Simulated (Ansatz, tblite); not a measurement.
**Sn20H28 off sphere (Sn₂₀H₂₈): charged states by level of theory**

Aim: the energy of removing and adding an electron for Sn20H28 off sphere (Sn₂₀H₂₈), by energy differences, and how well orbital energies stand in for it.

Program: Ansatz 0.2.0, Gaussian basis. Level of theory: as each input shows. These are calculated values, not measurements.

Levels to be run: charge +1 doublet, at the geometry of the singlet (PBE0-D4/def2-SVP, PBE-D4/def2-SVP, r2SCANh-D4/def2-SVP); charge -1 doublet, at the geometry of the singlet (PBE0-D4/def2-SVP, PBE-D4/def2-SVP, r2SCANh-D4/def2-SVP); the starting singlet's energies come from earlier runs.

3 further runs of the same task are left out: 3 for a known fault of the program.

## (1) The geometry

The geometry is that of the singlet, from an earlier relaxation (PBE-D4/def2-SVP).

48 atoms, charge 0, spin multiplicity 1.

Atoms are counted from 1 here; the program's logs count them from 0.

Bond lengths: Sn1–Sn12 2.821 Å, Sn1–Sn13 2.811 Å, Sn1–H21 1.738 Å, Sn1–H22 1.738 Å, Sn2–Sn11 2.812 Å, Sn2–Sn15 2.810 Å, Sn2–H23 1.739 Å, Sn2–H24 1.736 Å, Sn3–Sn14 2.822 Å, Sn3–Sn16 2.817 Å, Sn3–H25 1.741 Å, Sn3–H26 1.737 Å, Sn4–Sn12 2.821 Å, Sn4–Sn17 2.820 Å, Sn4–Sn18 2.817 Å, Sn4–H27 1.745 Å, Sn5–Sn14 2.825 Å, Sn5–Sn17 2.822 Å and more. Angles: Sn12–Sn1–Sn13 110.7°, Sn12–Sn1–H21 110.7°, Sn12–Sn1–H22 108.6°, Sn13–Sn1–H21 110.5°, Sn13–Sn1–H22 109.2°, H21–Sn1–H22 107.0°, Sn11–Sn2–Sn15 110.6°, Sn11–Sn2–H23 110.9°, Sn11–Sn2–H24 108.6°, Sn15–Sn2–H23 110.7°, Sn15–Sn2–H24 109.2°, H23–Sn2–H24 106.8°, Sn14–Sn3–Sn16 109.2°, Sn14–Sn3–H25 108.7°, Sn14–Sn3–H26 111.2°, Sn16–Sn3–H25 108.8°, Sn16–Sn3–H26 111.3°, H25–Sn3–H26 107.4° and more.

Sn takes a core potential in the def2 sets. No spin-orbit coupling is included.

## (2) Charge +1 doublet at the fixed geometry, PBE0-D4/def2-SVP

File in.yaml:

```yaml
crystal:
  periodic: [false, false, false]
  atoms:
    - {symbol: Sn, position_ang: [-4.653263, 2.318424, -0.254504]}
    - {symbol: Sn, position_ang: [-1.562790, -3.871581, 3.174250]}
    - {symbol: Sn, position_ang: [2.015377, -4.107047, -0.392511]}
    - {symbol: Sn, position_ang: [-1.318446, 2.491396, -3.575790]}
    - {symbol: Sn, position_ang: [1.908945, -0.791185, -3.566715]}
    - {symbol: Sn, position_ang: [-1.312701, -0.810767, -0.327340]}
    - {symbol: Sn, position_ang: [-1.389117, 2.261725, 3.021018]}
    - {symbol: Sn, position_ang: [1.940427, -0.853482, 2.927953]}
    - {symbol: Sn, position_ang: [1.934550, 2.462241, -0.324664]}
    - {symbol: Sn, position_ang: [5.198502, -0.836425, -0.285568]}
    - {symbol: Sn, position_ang: [-3.023400, -2.262457, 1.389213]}
    - {symbol: Sn, position_ang: [-2.932373, 0.853036, -1.942485]}
    - {symbol: Sn, position_ang: [-3.177220, 3.871228, 1.564905]}
    - {symbol: Sn, position_ang: [0.319245, -2.462249, -1.935364]}
    - {symbol: Sn, position_ang: [0.252267, -2.315754, 4.651676]}
    - {symbol: Sn, position_ang: [3.570650, -2.493261, 1.314165]}
    - {symbol: Sn, position_ang: [0.279786, 0.831754, -5.202047]}
    - {symbol: Sn, position_ang: [0.387227, 4.104448, -2.018677]}
    - {symbol: Sn, position_ang: [3.563043, 0.788022, -1.913357]}
    - {symbol: Sn, position_ang: [0.326005, 0.811085, 1.307884]}
    - {symbol: H, position_ang: [-5.720126, 3.323180, -1.188919]}
    - {symbol: H, position_ang: [-5.650993, 1.201524, 0.626487]}
    - {symbol: H, position_ang: [-2.627576, -4.746251, 4.235056]}
    - {symbol: H, position_ang: [-0.684501, -5.056538, 2.258588]}
    - {symbol: H, position_ang: [3.075837, -4.976822, -1.464412]}
    - {symbol: H, position_ang: [1.104885, -5.282666, 0.505620]}
    - {symbol: H, position_ang: [-2.326794, 3.501252, -4.579393]}
    - {symbol: H, position_ang: [2.925283, -1.791554, -4.573318]}
    - {symbol: H, position_ang: [-2.277760, 1.110341, 3.973666]}
    - {symbol: H, position_ang: [-0.462654, 3.216231, 4.139684]}
    - {symbol: H, position_ang: [2.982124, 0.164909, 3.890777]}
    - {symbol: H, position_ang: [2.949577, 3.449486, 0.695540]}
    - {symbol: H, position_ang: [6.259652, -1.796767, -1.273178]}
    - {symbol: H, position_ang: [6.205014, 0.163256, 0.718767]}
    - {symbol: H, position_ang: [-4.139217, -3.219330, 0.461781]}
    - {symbol: H, position_ang: [-3.976617, -1.112455, 2.278891]}
    - {symbol: H, position_ang: [-3.895398, -0.164714, -2.984499]}
    - {symbol: H, position_ang: [-4.239646, 4.742122, 2.631014]}
    - {symbol: H, position_ang: [-2.262677, 5.057960, 0.688085]}
    - {symbol: H, position_ang: [-0.699238, -3.448886, -2.952786]}
    - {symbol: H, position_ang: [1.184535, -3.315877, 5.724673]}
    - {symbol: H, position_ang: [-0.628160, -1.200038, 5.651223]}
    - {symbol: H, position_ang: [4.576498, -3.503746, 2.319767]}
    - {symbol: H, position_ang: [-0.726926, -0.169828, -6.204301]}
    - {symbol: H, position_ang: [1.267329, 1.791690, -6.263569]}
    - {symbol: H, position_ang: [1.455250, 4.977650, -3.080226]}
    - {symbol: H, position_ang: [-0.512976, 5.277564, -1.106942]}
    - {symbol: H, position_ang: [4.570261, 1.785255, -2.932118]}
basis:
  gaussian: {orbitals: def2-SVP, fitting: {mean_field: def2-universal-jkfit}}
total_charge: 1
magnetization: {spin_polarized: true, initial_magnetization: 1}
hamiltonian: {xc: pbe0, dispersion: d4}
scf: {omitted_lower_state_checks: [starts]}
output: {orbitals: {seedname: orbitals}}
```

Command:

```sh
$ ansatz run in.yaml --threads 4 --pin off --events-out ev --progress --plain --max-ram 46080MiB --backend cuda --devices 0, --max-vram 37GiB
```

Log:

```text
Functional definition: PBE0
  name "PBE0"
  cite "Adamo & Barone, J. Chem. Phys. 110, 6158 (1999) doi:10.1063/1.478522"
  cite "Perdew, Burke & Ernzerhof, Phys. Rev. Lett. 77, 3865 (1996) doi:10.1103/PhysRevLett.77.3865"
  parent pbe
  parameter a = 0.25
  parameter kappa = 0.804
  parameter beta = 0.06672455060314922
  exchange = (1 - a)*pbe_x(kappa = kappa, mu = beta*pi^2/3) + a*exact_x
  correlation = pbe_c(beta = beta)
these checks for a lower state are left out or cut short: starts
4864 factors; integrals over basis functions are off by at most 3.4e-1 eV
mean field evaluation 1: about -117089.5684 eV, gradient 1.6e1 eV
mean field evaluation 2: about -117090.4760 eV, gradient 9.9e0 eV
mean field evaluation 4: about -117091.1306 eV, gradient 2.3e0 eV
mean field evaluation 8: about -117091.1687 eV, gradient 4.6e-1 eV
mean field evaluation 16: about -117091.1772 eV, gradient 1.1e-2 eV
mean field evaluation 32: about -117091.1773 eV, gradient 1.0e-4 eV
mean field -117091.17726651 eV, -4303.0213972938 hartree, gradient 6.4e-6 eV, S^2 0.753952; 0 other end points of the search recorded, 0 dependent functions left out
reference -117091.17737102 eV, -4303.0214011345 hartree; 234, 233 occupied and 426, 427 virtual orbitals, 4864 factors
Total energy: -117094.36314520 eV, -4303.1384761763 hartree
Checks for a lower state left out: starts
```

Run time: 18 s. Hardware: 1 × H100 (card shared with other runs) with 4 threads of AMD EPYC 7R13, shared host; peak host memory 1.5 GiB.

HOMO -9.12 eV, LUMO -8.28 eV (over both spins); ⟨S²⟩ 0.754 (pure: 0.75).

## (3) Charge +1 doublet at the fixed geometry, PBE-D4/def2-SVP

start.molden holds the orbitals of an earlier run on this state, given as this run's starting guess.

Edit in.yaml of step 2 so:

```diff
@@ -52,6 +52,6 @@
 basis:
-  gaussian: {orbitals: def2-SVP, fitting: {mean_field: def2-universal-jkfit}}
+  gaussian: {orbitals: def2-SVP, fitting: {mean_field: def2-universal-jkfit}, initial_orbitals: start.molden}
 total_charge: 1
 magnetization: {spin_polarized: true, initial_magnetization: 1}
-hamiltonian: {xc: pbe0, dispersion: d4}
+hamiltonian: {xc: pbe, dispersion: d4}
 scf: {omitted_lower_state_checks: [starts]}
```

Same command.

Log:

```text
Functional definition: PBE
  name "PBE"
  cite "Perdew, Burke & Ernzerhof, Phys. Rev. Lett. 77, 3865 (1996) doi:10.1103/PhysRevLett.77.3865"
  parent pbe
  parameter kappa = 0.804
  parameter beta = 0.06672455060314922
  exchange = pbe_x(kappa = kappa, mu = beta*pi^2/3)
  correlation = pbe_c(beta = beta)
these checks for a lower state are left out or cut short: starts
4864 factors; integrals over basis functions are off by at most 3.4e-1 eV
mean field evaluation 1: about -117084.0091 eV, gradient 8.9e0 eV
mean field evaluation 2: about -117084.6785 eV, gradient 5.4e-1 eV
mean field evaluation 4: about -117084.6772 eV, gradient 1.2e-1 eV
mean field evaluation 8: about -117084.6776 eV, gradient 1.1e-4 eV
mean field evaluation 16: about -117084.6776 eV, gradient 5.1e-6 eV
mean field -117084.67758884 eV, -4302.7825385449 hartree, gradient 2.2e-6 eV, S^2 0.750891; 0 other end points of the search recorded, 0 dependent functions left out
reference -117084.67772870 eV, -4302.7825436849 hartree; 234, 233 occupied and 426, 427 virtual orbitals, 4864 factors
Total energy: -117088.09467994 eV, -4302.9081143268 hartree
Checks for a lower state left out: starts
```

It took 9.6 s on 1 × H100 (card shared with other runs) with 4 threads of AMD EPYC 7R13, shared host; peak host memory 1.4 GiB.

From the report: HOMO -8.33 eV, LUMO -8.27 eV (over both spins); ⟨S²⟩ 0.751 (pure: 0.75).

## (4) Charge +1 doublet at the fixed geometry, r2SCANh-D4/def2-SVP

Edit in.yaml of step 3 so:

```diff
@@ -55,3 +55,3 @@
 magnetization: {spin_polarized: true, initial_magnetization: 1}
-hamiltonian: {xc: pbe, dispersion: d4}
+hamiltonian: {xc: {name: r2SCANh}, dispersion: d4}
 scf: {omitted_lower_state_checks: [starts]}
```

Launched as before.

Log, cut to the lines that bear on the results:

```text
Functional definition: r2SCANh
  name "r2SCANh"
  cite "Bursch, Neugebauer, Ehlert & Grimme, J. Chem. Phys. 156, 134105 (2022) doi:10.1063/5.0086040"
  cite "Furness, Kaplan, Ning, Perdew & Sun, J. Phys. Chem. Lett. 11, 8208 (2020) doi:10.1021/acs.jpclett.0c02405"
  cite "Furness, Kaplan, Ning, Perdew & Sun, J. Phys. Chem. Lett. 11, 9248 (2020) doi:10.1021/acs.jpclett.0c03077"
  parent r2scan
[...]
4864 factors; integrals over basis functions are off by at most 3.4e-1 eV
[...]
mean field -117125.92695108 eV, -4304.2984246474 hartree, gradient 8.1e-6 eV, S^2 0.754839; 0 other end points of the search recorded, 0 dependent functions left out
reference -117125.92699458 eV, -4304.2984262459 hartree; 234, 233 occupied and 426, 427 virtual orbitals, 4864 factors
Total energy: -117127.02353683 eV, -4304.3387234303 hartree
Checks for a lower state left out: starts
```

Run time: 18 s. Hardware: 1 × H100 (card shared with other runs) with 4 threads of AMD EPYC 7R13, shared host; peak host memory 1.9 GiB.

Report: HOMO -8.84 eV, LUMO -8.42 eV (over both spins); ⟨S²⟩ 0.755 (pure: 0.75).

## (5) Vertical ionisation energy

Charged state less starting state, singlet to doublet; the starting state's energies are those of its earlier runs.

```csv
level,vertical ionisation energy (eV),time
PBE-D4/def2-SVP,+7.06,16 s
r2SCANh-D4/def2-SVP,+7.36,28 s
PBE0-D4/def2-SVP,+7.47,27 s
```

Times add the two runs; a level without a time comes out of a correlated run.

Beside −ε(HOMO) of the starting state:

```csv
level,−ε(HOMO) (eV),by difference (eV),mismatch (eV)
PBE-D4/def2-SVP,5.74,7.06,-1.33
r2SCANh-D4/def2-SVP,6.25,7.36,-1.11
PBE0-D4/def2-SVP,6.55,7.47,-0.92
```

## (6) Charge -1 doublet at the fixed geometry, PBE0-D4/def2-SVP

Edit in.yaml of step 4 so:

```diff
@@ -52,6 +52,6 @@
 basis:
-  gaussian: {orbitals: def2-SVP, fitting: {mean_field: def2-universal-jkfit}, initial_orbitals: start.molden}
-total_charge: 1
+  gaussian: {orbitals: def2-SVP, fitting: {mean_field: def2-universal-jkfit}}
+total_charge: -1
 magnetization: {spin_polarized: true, initial_magnetization: 1}
-hamiltonian: {xc: {name: r2SCANh}, dispersion: d4}
+hamiltonian: {xc: pbe0, dispersion: d4}
 scf: {omitted_lower_state_checks: [starts]}
```

Launched as before.

Log, cut to the lines that bear on the results:

```text
Functional definition: PBE0
  name "PBE0"
  cite "Adamo & Barone, J. Chem. Phys. 110, 6158 (1999) doi:10.1063/1.478522"
  cite "Perdew, Burke & Ernzerhof, Phys. Rev. Lett. 77, 3865 (1996) doi:10.1103/PhysRevLett.77.3865"
  parent pbe
[...]
4864 factors; integrals over basis functions are off by at most 3.4e-1 eV
[...]
mean field -117099.89764565 eV, -4303.3418653162 hartree, gradient 1.0e-5 eV, S^2 0.752883; 0 other end points of the search recorded, 0 dependent functions left out
reference -117099.89774694 eV, -4303.3418690385 hartree; 235, 234 occupied and 425, 426 virtual orbitals, 4864 factors
Total energy: -117103.19570353 eV, -4303.4630667076 hartree
Checks for a lower state left out: starts
```

Run time: 18 s. Hardware: 1 × H100 (card shared with other runs) with 4 threads of AMD EPYC 7R13, shared host; peak host memory 1.5 GiB.

Report: HOMO -0.47 eV, LUMO 0.29 eV (over both spins); ⟨S²⟩ 0.753 (pure: 0.75).

## (7) Charge -1 doublet at the fixed geometry, PBE-D4/def2-SVP

Edit in.yaml of step 6 so:

```diff
@@ -52,6 +52,6 @@
 basis:
-  gaussian: {orbitals: def2-SVP, fitting: {mean_field: def2-universal-jkfit}}
+  gaussian: {orbitals: def2-SVP, fitting: {mean_field: def2-universal-jkfit}, initial_orbitals: start.molden}
 total_charge: -1
 magnetization: {spin_polarized: true, initial_magnetization: 1}
-hamiltonian: {xc: pbe0, dispersion: d4}
+hamiltonian: {xc: pbe, dispersion: d4}
 scf: {omitted_lower_state_checks: [starts]}
```

Same command.

Log:

```text
Functional definition: PBE
  name "PBE"
  cite "Perdew, Burke & Ernzerhof, Phys. Rev. Lett. 77, 3865 (1996) doi:10.1103/PhysRevLett.77.3865"
  parent pbe
  parameter kappa = 0.804
  parameter beta = 0.06672455060314922
  exchange = pbe_x(kappa = kappa, mu = beta*pi^2/3)
  correlation = pbe_c(beta = beta)
these checks for a lower state are left out or cut short: starts
4864 factors; integrals over basis functions are off by at most 3.4e-1 eV
mean field evaluation 1: about -117092.6334 eV, gradient 8.9e0 eV
mean field evaluation 2: about -117093.2889 eV, gradient 5.4e-1 eV
mean field evaluation 4: about -117093.2963 eV, gradient 1.9e-1 eV
mean field evaluation 8: about -117093.2967 eV, gradient 2.8e-5 eV
mean field -117093.29673597 eV, -4303.0992863599 hartree, gradient 6.6e-6 eV, S^2 0.750502; 0 other end points of the search recorded, 0 dependent functions left out
reference -117093.29687130 eV, -4303.0992913331 hartree; 235, 234 occupied and 425, 426 virtual orbitals, 4864 factors
Total energy: -117096.83585283 eV, -4303.2293465054 hartree
Checks for a lower state left out: starts
```

Run time: 8.6 s. Hardware: 1 × H100 (card shared with other runs) with 4 threads of AMD EPYC 7R13, shared host; peak host memory 1.4 GiB.

HOMO -0.39 eV, LUMO -0.32 eV (over both spins); ⟨S²⟩ 0.751 (pure: 0.75).

## (8) Charge -1 doublet at the fixed geometry, r2SCANh-D4/def2-SVP

Edit in.yaml of step 7 so:

```diff
@@ -55,3 +55,3 @@
 magnetization: {spin_polarized: true, initial_magnetization: 1}
-hamiltonian: {xc: pbe, dispersion: d4}
+hamiltonian: {xc: {name: r2SCANh}, dispersion: d4}
 scf: {omitted_lower_state_checks: [starts]}
```

Launched as before.

Log, cut to the lines that bear on the results:

```text
Functional definition: r2SCANh
  name "r2SCANh"
  cite "Bursch, Neugebauer, Ehlert & Grimme, J. Chem. Phys. 156, 134105 (2022) doi:10.1063/5.0086040"
  cite "Furness, Kaplan, Ning, Perdew & Sun, J. Phys. Chem. Lett. 11, 8208 (2020) doi:10.1021/acs.jpclett.0c02405"
  cite "Furness, Kaplan, Ning, Perdew & Sun, J. Phys. Chem. Lett. 11, 9248 (2020) doi:10.1021/acs.jpclett.0c03077"
  parent r2scan
[...]
4864 factors; integrals over basis functions are off by at most 3.4e-1 eV
[...]
mean field -117134.67154405 eV, -4304.6197825119 hartree, gradient 3.5e-6 eV, S^2 0.753490; 0 other end points of the search recorded, 0 dependent functions left out
reference -117134.67158687 eV, -4304.6197840856 hartree; 235, 234 occupied and 425, 426 virtual orbitals, 4864 factors
Total energy: -117135.81408912 eV, -4304.6617702686 hartree
Checks for a lower state left out: starts
```

It took 17 s on 1 × H100 (card shared with other runs) with 4 threads of AMD EPYC 7R13, shared host; peak host memory 1.9 GiB.

HOMO -0.36 eV, LUMO 0.01 eV (over both spins); ⟨S²⟩ 0.753 (pure: 0.75).

## (9) Vertical electron affinity

Starting state less charged state (positive: the electron is bound), singlet to doublet; the starting state's energies are those of its earlier runs.

```csv
level,vertical electron affinity (eV),time
PBE-D4/def2-SVP,+1.68,15 s
r2SCANh-D4/def2-SVP,+1.43,27 s
PBE0-D4/def2-SVP,+1.36,27 s
```

Times add the two runs; a level without a time comes out of a correlated run.

Beside −ε(LUMO) of the starting state:

```csv
level,−ε(LUMO) (eV),by difference (eV),mismatch (eV)
PBE-D4/def2-SVP,2.84,1.68,+1.16
r2SCANh-D4/def2-SVP,2.46,1.43,+1.03
PBE0-D4/def2-SVP,2.14,1.36,+0.78
```

## (10) What came out

```
                                           quantity                               value
vertical ionisation energy, functionals in def2-SVP  7.06 (PBE-D4) to 7.47 eV (PBE0-D4)
vertical electron affinity, functionals in def2-SVP  1.36 (PBE0-D4) to 1.68 eV (PBE-D4)
```

What this shows: The vertical ionisation energy spans 7.06 to 7.47 eV over the functionals. −ε(HOMO) misses the level's own difference by -0.92 eV at best (PBE0-D4) and -1.33 eV at worst (PBE-D4). The vertical electron affinity spans 1.36 to 1.68 eV over the functionals. −ε(LUMO) misses the level's own difference by +0.78 eV at best (PBE0-D4) and +1.16 eV at worst (PBE-D4).
